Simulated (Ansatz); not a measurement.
# C2H8BFO: a ladder of functionals and wavefunction methods

Aim: compute C2H8BFO with functionals from several rungs and with coupled cluster. The yardstick is the atomisation energy at the CCSD(T) limit.

Program: Ansatz 0.2.0, Gaussian basis. Level of theory: functionals in def2-TZVPP, the program's frozen cores in correlated methods. These are calculated values, not measurements.

Levels to be run: LDA (SPW92), PBE-D4, revPBE-D4, BLYP-D4, r2SCAN-D4, B97M-V, PBE0-D4, B3LYP-D4, r2SCANh-D4, r2SCAN0-D4, HSE06-D4, BHLYP-D4, CAM-B3LYP-D4, LC-ωPBE, ωB97X-V, ωB97M-V, B2PLYP, PBE-QIDH; CCSD(T)/def2-SVP; CCSD(T)/def2-TZVPP; MP2/def2-QZVPP; extrapolation to the limit; RPA on PBE.

### 1 The geometry

An earlier PBE0-D4 in a triple-zeta def2 set relaxation fixed the geometry.

SMILES `C[B-](C)([OH2+])F`, 13 atoms, charge 0, spin multiplicity 1.

Atoms are counted from 1 here; the program's logs count them from 0.

Bond lengths: C1–B2 1.584 Å, C1–H6 1.093 Å, C1–H7 1.095 Å, C1–H8 1.096 Å, B2–C3 1.584 Å, B2–O4 1.883 Å, B2–F5 1.380 Å, C3–H9 1.093 Å, C3–H10 1.096 Å, C3–H11 1.095 Å, O4–H12 0.965 Å, O4–H13 0.965 Å. Angles: B2–C1–H6 112.8°, B2–C1–H7 108.9°, B2–C1–H8 113.0°, H6–C1–H7 107.0°, H6–C1–H8 108.4°, H7–C1–H8 106.3°, C1–B2–C3 121.5°, C1–B2–O4 100.7°, C1–B2–F5 115.1°, C3–B2–O4 100.7°, C3–B2–F5 115.1°, O4–B2–F5 97.6°, B2–C3–H9 112.8°, B2–C3–H10 113.0°, B2–C3–H11 108.9°, H9–C3–H10 108.5°, H9–C3–H11 107.0°, H10–C3–H11 106.3° and more.

### 2 LDA

This LDA is Slater exchange with PW92 correlation.

The input, in.yaml:

```yaml
crystal:
  periodic: [false, false, false]
  atoms:
    - {symbol: C, position_ang: [-1.427334, 0.056377, -0.531985]}
    - {symbol: B, position_ang: [0.147194, 0.094288, -0.367695]}
    - {symbol: C, position_ang: [0.962803, -1.183841, 0.089426]}
    - {symbol: O, position_ang: [0.311523, 1.177822, 1.162933]}
    - {symbol: F, position_ang: [0.807455, 0.924899, -1.249901]}
    - {symbol: H, position_ang: [-1.932492, -0.395595, 0.325020]}
    - {symbol: H, position_ang: [-1.677540, -0.551252, -1.408366]}
    - {symbol: H, position_ang: [-1.863626, 1.045466, -0.709533]}
    - {symbol: H, position_ang: [0.529828, -1.672290, 0.965727]}
    - {symbol: H, position_ang: [2.016456, -0.968030, 0.297873]}
    - {symbol: H, position_ang: [0.955033, -1.918435, -0.723066]}
    - {symbol: H, position_ang: [1.259309, 1.329216, 1.258138]}
    - {symbol: H, position_ang: [-0.068007, 2.026675, 0.906430]}
basis:
  gaussian: {orbitals: def2-TZVPP}
hamiltonian: {xc: lda}
output: {orbitals: {seedname: orbitals}}
```

Command:

```bash
ansatz run in.yaml --threads 4 --pin off --events-out ev --progress --plain --max-ram 10444MiB
```

The runs that follow: PBE-D4 (GGA); revPBE-D4 (GGA); BLYP-D4 (GGA); r2SCAN-D4 (meta-GGA); B97M-V (meta-GGA); PBE0-D4 (hybrid); B3LYP-D4 (hybrid); r2SCANh-D4 (hybrid); r2SCAN0-D4 (hybrid); HSE06-D4 (hybrid); BHLYP-D4 (hybrid); CAM-B3LYP-D4 (range-separated); LC-ωPBE (range-separated); ωB97X-V (range-separated); ωB97M-V (range-separated); B2PLYP (double hybrid); PBE-QIDH (double hybrid); CCSD(T) in def2-SVP; CCSD(T) in def2-TZVPP; MP2 in def2-QZVPP; RPA on PBE orbitals.

**Question.** What will the summary of the whole plan be? Wanted: atomisation energy, CCSD(T)/CBS; farthest beyond LDA; mean size of error, GGA; mean size of error, meta-GGA; mean size of error, hybrid; mean size of error, range-separated; mean size of error, double hybrid; gap, smallest and largest; T1 diagnostic.

The runs gave:

| quantity | value |
| --- | --- |
| atomisation energy, CCSD(T)/CBS | 1196.1 kcal/mol |
| functionals within 6.0 kcal/mol (0.5 %) | BLYP-D4, r2SCAN-D4, B97M-V, PBE0-D4, B3LYP-D4, r2SCANh-D4, HSE06-D4, LC-ωPBE, ωB97X-V, ωB97M-V |
| farthest beyond LDA | BHLYP-D4 (-31.8 kcal/mol) |
| mean size of error, GGA | 10.8 kcal/mol |
| mean size of error, meta-GGA | 3.0 kcal/mol |
| mean size of error, hybrid | 7.9 kcal/mol |
| mean size of error, range-separated | 3.9 kcal/mol |
| mean size of error, double hybrid | 8.7 kcal/mol |
| gap, smallest and largest | 5.51 eV (BLYP-D4), 12.99 eV (LC-ωPBE) |
| T1 diagnostic | 0.0105 |
| triples share of the correlation energy | 3.3 % |

**Reading.** LDA overbinds by 164.7 kcal/mol (14 %). PBE-D4 is off by +18.4 kcal/mol. Double hybrids carry the basis error of their MP2 part in triple zeta, and no dispersion term here, so their miss is partly the set-up's. The rungs meta-GGA, range-separated miss on average by less than the doubt on the reference (6.0 kcal/mol), so they tie. The reference freezes the cores and leaves out relativity and excitations past (T), so misses under about 6.0 kcal/mol can't be ranked. Hartree-Fock recovers 75 % of the binding; the rest is correlation. CCSD(T) in def2-SVP is off by -49.6 kcal/mol, more than most functionals: a good method in a small basis is no reference. Orbital gaps span 5.5 to 13.0 eV; exact exchange widens them.
